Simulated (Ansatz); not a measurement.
# Si2W: the cost of one run

Computed with Ansatz 0.2.0 (DFT LDA, scalar-relativistic, plane waves, PAW, unless a step's input says otherwise).

16 further runs of the same task are left out: 16 set aside as unsound or not needed.

**1. The structure to begin with**

It takes space group P6_222 (No. 180, hexagonal). Conventional cell: a = 4.552 Å, b = 4.552 Å, c = 6.567 Å, α = 90.00°, β = 90.00°, γ = 120.00°. Around Si (site symmetry 2) lie 5 Si at 2.54 to 2.65 Å and 5 W at 2.56 to 2.65 Å. Around W (site symmetry 222) lie 10 Si at 2.56 to 2.65 Å.

Structure file:

```
CELL_PARAMETERS angstrom
4.55154 0.00000 0.00000
-2.27577 3.94175 0.00000
0.00000 0.00000 6.56701
ATOMIC_POSITIONS crystal
Si 0.83612 0.67224 0.50000
Si 0.16388 0.83612 0.83333
Si 0.67224 0.83612 0.16667
Si 0.16388 0.32776 0.50000
Si 0.83612 0.16388 0.83333
Si 0.32776 0.16388 0.16667
W 0.00000 0.50000 0.16667
W 0.50000 0.50000 0.83333
W 0.50000 0.00000 0.50000
```

It goes back to an entry of the Materials Project, which need not be the stable form.

It is the result of an earlier relaxation at this level (volume 13.09 Å³/atom; gap on the mesh: 0.12 eV).

**2. Plan of the line**

Atoms count from 1 in the order of the input.

The energy is mapped over a free internal coordinate and the cell.

First coordinate, shift of Si1 along [1 2 0], its symmetry partners moved as symmetry demands (measured in the relaxed cell): 7 values from −0.250 Å. Second coordinate, c/a of the conventional cell at fixed volume: 7 values from 1.327 to 1.558.

Nothing else is relaxed (all other coordinates fixed). Energies count from the relaxed crystal. Points are written as (first, second).

**3. The run at (−0.250 Å, 1.366)**

File input.yaml:

```yaml
crystal:
  lattice:
    - [4.6354110315, 0.0, 0.0]
    - [-2.3177055157, 4.0143837103, 0.0]
    - [0.0, 0.0, 6.3315079279]
  atoms:
    - { symbol: Si, position: [0.8044091907, 0.6088183814, 0.5] }
    - { symbol: Si, position: [0.1955908093, 0.8044091907, 0.8333333333] }
    - { symbol: Si, position: [0.6088183814, 0.8044091907, 0.1666666667] }
    - { symbol: Si, position: [0.1955908093, 0.3911816186, 0.5] }
    - { symbol: Si, position: [0.8044091907, 0.1955908093, 0.8333333333] }
    - { symbol: Si, position: [0.3911816186, 0.1955908093, 0.1666666667] }
    - { symbol: W, position: [0.0, 0.5, 0.1666666667] }
    - { symbol: W, position: [0.5, 0.5, 0.8333333333] }
    - { symbol: W, position: [0.5, 0.0, 0.5] }
basis:
  ecutwfc: 420
kpoints:
  mp_grid: { grid: [9, 9, 6] }
hamiltonian:
  xc: lda
  pseudopotentials: { kind: paw, azcp: { folder: soft_1 } }
scf:
  occupations: { method: gaussian, width: 0.03 }
output:
  forces: true
  stress: true
  eigenvalues: true
```

On the command line:

```bash
$ ansatz run input.yaml --threads 4 --pin off --max-ram 8192MiB --backend cpu --events-out ev --progress --plain --runs-dir out
```

Q: Estimate wall time and peak memory on 4 threads of Arm Neoverse N1, shared host.

About 12 s, with a peak of 0.47 GiB.
